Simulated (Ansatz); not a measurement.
# GeCP (doublet): the correlation ladder at a displaced geometry (v2), cc-pVDZ

One table from this session's results is given with a row withheld; the runs are named, their logs left out.

Method: cc-pVDZ, core rule «outside noble gas», up to 20 orbitals frozen; program: Ansatz 0.2.0, Gaussian basis.

The runs, in order: UHF; CCSD(T) on ROHF; CCSD(T) on UHF; BCCD(T) on ROHF; CISD as a restricted active space (open shells left free, so some higher excitations enter); CCSDT(Q) on ROHF; CCSDT(Q) on UHF.

20 further runs of the same task are left out: 11 that didn't finish, 9 set aside as unsound or not needed. Runs told in other sessions of the task aren't counted.

## The system

The geometry is a PBE0/def2-TZVP stationary point (not a proven minimum) with its atoms shifted at random (size 0.100 Å). No spin-orbit coupling is included. The filled d shell of Ge may be among the frozen orbitals whatever the setting's name suggests.

3 atoms, charge 0, spin multiplicity 2.

Atoms are counted from 1 here; the program's logs count them from 0.

Bond lengths: Ge1–C2 1.853 Å, C2–P3 1.584 Å. Angles: Ge1–C2–P3 172.0°.

The first run:

File in.yaml:

```yaml
crystal:
  periodic: [false, false, false]
  atoms:
    - {symbol: Ge, position_ang: [0.084376, 0.005225, 1.757898]}
    - {symbol: C, position_ang: [-0.080498, 0.013599, -0.088109]}
    - {symbol: P, position_ang: [-0.003878, -0.018825, -1.669789]}
basis:
  gaussian: {orbitals: cc-pVDZ}
magnetization: {spin_polarized: true, initial_magnetization: 1}
hamiltonian: {xc: hf}
output: {orbitals: {seedname: orbitals}}
```

Started as:

```console
ansatz run in.yaml --threads 1 --pin off --events-out ev --progress --plain --max-ram 2393MiB
```

Among the steps run: UHF; CCSD(T) on ROHF; CCSD(T) on UHF; BCCD(T) on ROHF; CISD as a restricted active space (open shells left free, so some higher excitations enter); CCSDT(Q) on ROHF; CCSDT(Q) on UHF.

One of the session's tables, all rows but one given; the rest of the session is left out.

It belongs to the step «Misses and costs». 

```
   method  from RCCSDT(Q) (kJ/mol)
     ROHF                   +910.6
      UHF                   +863.5
     RMP2                   +115.0
     UMP2                   +193.5
    RCCSD                    +56.5
    UCCSD                        ?
 RCCSD(T)                     +7.8
 UCCSD(T)                    +12.2
  BCCD(T)                     +7.5
   RCCSDT                     +5.8
   UCCSDT                     +5.2
RCCSDT(Q)                        0
UCCSDT(Q)                     -0.4
```

Q: Estimate the row for UCCSD from the others.

**Answer.** from RCCSDT(Q) (kJ/mol): +55.6. In the column «from RCCSDT(Q) (kJ/mol)» it lies between UCCSD(T) (+12.2) and RCCSD (+56.5).

Not comparable, so not listed: CISD as a restricted active space (open shells left free, so some higher excitations enter) (they don't share determinant, frozen orbitals or solution with the rows shown, or repeat one).

Caveats from the session: The determinant of HF (⟨S²⟩ 1.35) is far from a pure spin state, so its energy mixes those of several spin states; that is harmless only where they are near-degenerate. The determinant of CCSD(T) (⟨S²⟩ 1.35) is far from a pure spin state, so its energy mixes those of several spin states; high orders of coupled cluster remove much of that, low ones don't. The determinant of CCSDT(Q) (⟨S²⟩ 1.35) is far from a pure spin state, so its energy mixes those of several spin states; high orders of coupled cluster remove much of that, low ones don't. Restricted and unrestricted rows rest on different reference determinants; a gap between their highest levels can come from leftover correlation error, from unlike frozen cores or from another state.
